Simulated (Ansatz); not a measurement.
# C4H16BNSi2: up Jacob's ladder to CCSD(T)

The task here is to estimate one member of a computed series from the others.

Method: functionals in def2-TZVPP, the program's frozen cores in correlated methods; program: Ansatz 0.2.0, Gaussian basis.

The runs, in order: LDA (SPW92), PBE-D4, revPBE-D4, BLYP-D4, r2SCAN-D4, B97M-V, PBE0-D4, B3LYP-D4, r2SCANh-D4, r2SCAN0-D4, HSE06-D4, BHLYP-D4, CAM-B3LYP-D4, LC-ωPBE, ωB97X-V, ωB97M-V, B2PLYP, PBE-QIDH; CCSD(T)/def2-SVP; CCSD(T)/def2-TZVPP; MP2/def2-QZVPP; extrapolation to the limit; RPA on PBE.

## The relaxed structure

The geometry comes from an earlier relaxation with PBE0-D4 in a triple-zeta def2 set; it is a stationary point, not always the lowest conformer.

SMILES `BN([SiH2][SiH3])C(C)(C)C`, 24 atoms, charge 0, spin multiplicity 1.

Atoms are counted from 1 here; the program's logs count them from 0.

Bond lengths: B1–N2 1.395 Å, B1–H9 1.203 Å, B1–H10 1.193 Å, N2–Si3 1.770 Å, N2–C5 1.483 Å, Si3–Si4 2.341 Å, Si3–H11 1.489 Å, Si3–H12 1.485 Å, Si4–H13 1.488 Å, Si4–H14 1.489 Å, Si4–H15 1.489 Å, C5–C6 1.521 Å, C5–C7 1.527 Å, C5–C8 1.528 Å, C6–H16 1.091 Å, C6–H17 1.092 Å, C6–H18 1.092 Å, C7–H19 1.092 Å and more. Angles: N2–B1–H9 117.0°, N2–B1–H10 123.4°, H9–B1–H10 119.6°, B1–N2–Si3 112.7°, B1–N2–C5 126.1°, Si3–N2–C5 121.1°, N2–Si3–Si4 111.2°, N2–Si3–H11 110.3°, N2–Si3–H12 109.4°, Si4–Si3–H11 108.4°, Si4–Si3–H12 110.5°, H11–Si3–H12 107.0°, Si3–Si4–H13 110.6°, Si3–Si4–H14 110.5°, Si3–Si4–H15 110.1°, H13–Si4–H14 108.8°, H13–Si4–H15 108.4°, H14–Si4–H15 108.4° and more.

Set-up of the first run:

The input, in.yaml:

```yaml
crystal:
  periodic: [false, false, false]
  atoms:
    - {symbol: B, position_ang: [0.230587, -0.763286, -1.903802]}
    - {symbol: N, position_ang: [-0.202210, -0.346282, -0.644418]}
    - {symbol: Si, position_ang: [-0.650841, -1.697847, 0.406211]}
    - {symbol: Si, position_ang: [1.244412, -2.834382, 1.179018]}
    - {symbol: C, position_ang: [-0.254523, 1.053587, -0.157100]}
    - {symbol: C, position_ang: [0.340156, 2.016109, -1.173231]}
    - {symbol: C, position_ang: [-1.711217, 1.439838, 0.091822]}
    - {symbol: C, position_ang: [0.547552, 1.157079, 1.138838]}
    - {symbol: H, position_ang: [0.225164, -1.946573, -2.119911]}
    - {symbol: H, position_ang: [0.601537, -0.011586, -2.753021]}
    - {symbol: H, position_ang: [-1.414912, -1.204098, 1.585287]}
    - {symbol: H, position_ang: [-1.545956, -2.622004, -0.334746]}
    - {symbol: H, position_ang: [2.064128, -3.323470, 0.038002]}
    - {symbol: H, position_ang: [0.849108, -3.998969, 2.019262]}
    - {symbol: H, position_ang: [2.085442, -1.923782, 2.004486]}
    - {symbol: H, position_ang: [-0.217422, 2.010814, -2.110748]}
    - {symbol: H, position_ang: [0.305045, 3.027114, -0.761941]}
    - {symbol: H, position_ang: [1.380830, 1.772800, -1.395371]}
    - {symbol: H, position_ang: [-2.285238, 1.368087, -0.834512]}
    - {symbol: H, position_ang: [-2.177584, 0.791211, 0.835791]}
    - {symbol: H, position_ang: [-1.773961, 2.467403, 0.457184]}
    - {symbol: H, position_ang: [1.591349, 0.885146, 0.966734]}
    - {symbol: H, position_ang: [0.517357, 2.179318, 1.522085]}
    - {symbol: H, position_ang: [0.146097, 0.503573, 1.917381]}
basis:
  gaussian: {orbitals: def2-TZVPP}
hamiltonian: {xc: lda}
output: {orbitals: {seedname: orbitals}}
```

Started as:

```sh
$ ansatz run in.yaml --threads 5 --pin off --events-out ev --progress --plain --max-ram 66560MiB --backend cuda --devices 0, --max-vram 37GiB
```

Among the steps run: LDA; PBE-D4 (GGA); revPBE-D4 (GGA); BLYP-D4 (GGA); r2SCAN-D4 (meta-GGA); B97M-V (meta-GGA); B3LYP-D4 (hybrid); r2SCANh-D4 (hybrid); r2SCAN0-D4 (hybrid); HSE06-D4 (hybrid); BHLYP-D4 (hybrid); CAM-B3LYP-D4 (range-separated); LC-ωPBE (range-separated); ωB97X-V (range-separated); ωB97M-V (range-separated); B2PLYP (double hybrid); PBE-QIDH (double hybrid).

One of the session's tables, all rows but one given; the rest of the session is left out.

It belongs to the step «Frontier levels by functional». 

| functional | HOMO (eV) | gap (eV) |
| --- | --- | --- |
| LDA (SPW92) | -6.45 | 4.97 |
| PBE-D4 | -6.32 | 5.10 |
| revPBE-D4 | -6.26 | 5.16 |
| BLYP-D4 | -6.17 | 5.12 |
| r2SCAN-D4 | -6.52 | 5.62 |
| B97M-V | -6.68 | 5.61 |
| PBE0-D4 | -7.43 | 7.14 |
| B3LYP-D4 | -7.23 | 6.75 |
| r2SCANh-D4 | ? | ? |
| r2SCAN0-D4 | -7.57 | 7.46 |
| HSE06-D4 | -7.03 | 6.37 |
| BHLYP-D4 | -8.45 | 9.13 |
| CAM-B3LYP-D4 | -8.71 | 9.48 |
| LC-ωPBE | -10.01 | 11.92 |
| ωB97X-V | -9.69 | 11.46 |
| ωB97M-V | -9.55 | 11.03 |

Q: Estimate the row for r2SCANh-D4 from the others.

Worked estimate for «HOMO (eV)». Against the share of exact exchange, r2SCAN-D4 (0, -6.52), r2SCAN0-D4 (0.25, -7.57) give a slope of -4.20 per unit share; at 0.1 the line stands at -6.94.

**Answer.** HOMO (eV): -6.94; gap (eV): 6.36. In «HOMO (eV)» the line misses by 0.00.
